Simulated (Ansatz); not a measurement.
# HfH2 (quintet): from Hartree-Fock to the top rungs at angle H2–Hf1–H3 = 156.8°, def2-SVP

How much of the correlation energy of HfH2 (quintet) does each wave-function method recover here?

Computed with Ansatz 0.2.0, Gaussian basis. Level: def2-SVP, core rule «outside noble gas», up to 4 orbitals frozen.

To be run: UHF; CCSD(T) on ROHF; CCSD(T) on UHF; CISD; CCSDT(Q) on ROHF; CCSDT(Q) on UHF; CASSCF and MRCISD+Q, 6 electrons in 6 orbitals; CASSCF and NEVPT2, 6 electrons in 6 orbitals; Full CI.

23 further runs of the same task are left out: 12 for a known fault of the program, 8 that didn't finish, 3 set aside as unsound or not needed.

## Step 1: The geometry

The geometry derives from a PBE0/def2-TZVP stationary point (not a proven minimum). One angle is set to the value named; bond lengths are kept. No spin-orbit coupling is included. Elements past krypton take def2 core potentials.

3 atoms, charge 0, spin multiplicity 5.

Atoms are counted from 1 here; the program's logs count them from 0.

Bond lengths: Hf1–H2 1.961 Å, Hf1–H3 1.961 Å. Angles: H2–Hf1–H3 156.8°.

## Step 2: UHF

The input, in.yaml:

```yaml
crystal:
  periodic: [false, false, false]
  atoms:
    - {symbol: Hf, position_ang: [-0.004404, 0.000000, 0.000000]}
    - {symbol: H, position_ang: [0.389930, 0.000000, -1.921045]}
    - {symbol: H, position_ang: [0.389930, 0.000000, 1.921045]}
basis:
  gaussian: {orbitals: def2-SVP}
magnetization: {spin_polarized: true, initial_magnetization: 4}
hamiltonian: {xc: hf}
output: {orbitals: {seedname: orbitals}}
```

On the command line:

```bash
$ ansatz run in.yaml --threads 1 --pin off --events-out ev --progress --plain --max-ram 2393MiB
```

Further steps of the session: CCSD(T) on ROHF; CCSD(T) on UHF; CISD; CCSDT(Q) on ROHF; CCSDT(Q) on UHF; CASSCF and MRCISD+Q, 6 electrons in 6 orbitals; CASSCF and NEVPT2, 6 electrons in 6 orbitals; Full CI.

Q: Predict the results of all the runs planned. Wanted: FCI below the RHF energy; RMP2 from FCI; UMP2 from FCI; RCCSD from FCI; RCCSD(T) from FCI; UCCSD(T) from FCI; RCCSDT(Q) from FCI; UCCSDT(Q) from FCI; NEVPT2 pair from FCI.

As calculated:

| quantity | value |
| --- | --- |
| FCI below the RHF energy | -2.1559 eV |
| RMP2 from FCI | +14.84 kcal/mol |
| UMP2 from FCI | +14.08 kcal/mol |
| RCCSD from FCI | +3.24 kcal/mol |
| RCCSD(T) from FCI | +1.32 kcal/mol |
| UCCSD(T) from FCI | -0.47 kcal/mol |
| RCCSDT(Q) from FCI | +0.03 kcal/mol |
| UCCSDT(Q) from FCI | -1.23 kcal/mol |
| NEVPT2 pair from FCI | +17.84 kcal/mol |
| MRCISD+Q pair from FCI | +6.40 kcal/mol |
| levels within 1 kcal/mol (43 meV) | UCCSD(T), RCCSDT, RCCSDT(Q) |
| T1 diagnostic | 0.033 |
| effectively unpaired electrons | 4.09 |

What this shows: RCCSD(T) lands +1.32 kcal/mol from the yardstick (2.7 % of the correlation energy). CCSD(T) misses by +1.32 kcal/mol on the restricted determinant and by -0.47 kcal/mol on the unrestricted one; the two need not hold the same state or core. UCCSD(T), UCCSDT, UCCSDT(Q) fall below full CI: unrestricted runs freeze a spin-polarised core, another one than full CI's, and coupled cluster isn't variational. One determinant dominates. Of the multireference levels listed MRCISD+Q pair comes nearest in total energy (+6.40 kcal/mol), which doesn't show that its space is the better one. Coupled cluster took another determinant than the lowest Hartree-Fock one. These misses are within one basis, not against nature; the frozen cores of restricted and unrestricted runs differ, which can shift their rows.
